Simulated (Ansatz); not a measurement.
# InCl2: a trial structure relaxed

Aim: relax InCl2 from this start, 2H molybdenite type (P6_3/mmc, No. 194), and see where it ends.

Method: DFT PBE, scalar-relativistic, plane waves, PAW, in Ansatz 0.2.0.

## Step 1: Starting point

The structure is hexagonal, space group P6_3/mmc (No. 194). The conventional cell has a = 3.487 Å, b = 3.487 Å, c = 13.563 Å, α = 90.00°, β = 90.00°, γ = 120.00°. In (site symmetry -6m2) has 6 Cl at 2.61 Å as nearest neighbours. Around Cl (site symmetry 3m) lie 3 In at 2.61 Å.

Structure file:

```cif
data_structure
_symmetry_space_group_name_H-M 'P6_3/mmc'
_symmetry_Int_Tables_number 194
_cell_length_a 3.4869
_cell_length_b 3.4869
_cell_length_c 13.5628
_cell_angle_alpha 90.000
_cell_angle_beta 90.000
_cell_angle_gamma 120.000
_cell_volume 142.81
loop_
_atom_site_label
_atom_site_type_symbol
_atom_site_symmetry_multiplicity
_atom_site_Wyckoff_symbol
_atom_site_fract_x
_atom_site_fract_y
_atom_site_fract_z
_atom_site_occupancy
In1 In 2 c 0.33333 0.66667 0.25000 1
Cl1 Cl 4 f 0.33333 0.66667 0.62750 1
```

(A quick probe on a coarse mesh, which set the mesh and smearing, is not shown.)

## Step 3: Rough relaxation on the coarse mesh

File input.yaml:

```yaml
crystal:
  lattice:
    - [3.4869376452, 0.0, 0.0]
    - [-1.7434688226, 3.0197765821, 0.0]
    - [0.0, 0.0, 13.562757553]
  atoms:
    - { symbol: In, position: [0.3333333333, 0.6666666667, 0.25] }
    - { symbol: In, position: [0.6666666667, 0.3333333333, 0.75] }
    - { symbol: Cl, position: [0.3333333333, 0.6666666667, 0.6275] }
    - { symbol: Cl, position: [0.6666666667, 0.3333333333, 0.1275] }
    - { symbol: Cl, position: [0.3333333333, 0.6666666667, 0.8725] }
    - { symbol: Cl, position: [0.6666666667, 0.3333333333, 0.3725] }
basis:
  ecutwfc: 420
kpoints:
  mp_grid: { grid: [6, 6, 2] }
hamiltonian:
  xc: pbe
scf:
  occupations: { method: gaussian, width: 0.1 }
  lower_state_search: "off"
output:
  forces: true
  stress: true
  eigenvalues: true
relax:
  adjacent_minimum: "off"
  f_tol: 0.04
  max_steps: 70
  cell: { stress_tol: 0.4 }
```

Started as:

```sh
$ ansatz run input.yaml --threads 1 --pin off --max-ram 2560MiB --backend cpu --events-out ev --progress --plain --runs-dir out
```

The session goes on with these runs: relaxing cell and atoms.

Before running it: what results should come out?

The runs gave:

Formation energies count from the elements, computed with the same settings in runs not shown here.

```
                          quantity                                                                        value
                              cell  a = 3.992 Å, b = 3.992 Å, c = 13.730 Å, α = 90.00°, β = 90.00°, γ = 120.00°
                       space group                                                           P6_3/mmc (No. 194)
                            volume                                                                31.58 Å³/atom
                   gap on the mesh                                                                 none (metal)
formation energy from the elements                                                               -0.750 eV/atom
```

**Reading.** The space group stayed P6_3/mmc, and from the first guess the volume went from 23.80 to 31.58 Å³/atom. With -0.75 eV/atom it lies under the elements, which doesn't yet make it stable against other compounds of them. Spin polarisation is off in the runs that give these values; a magnetic solution could lie lower.
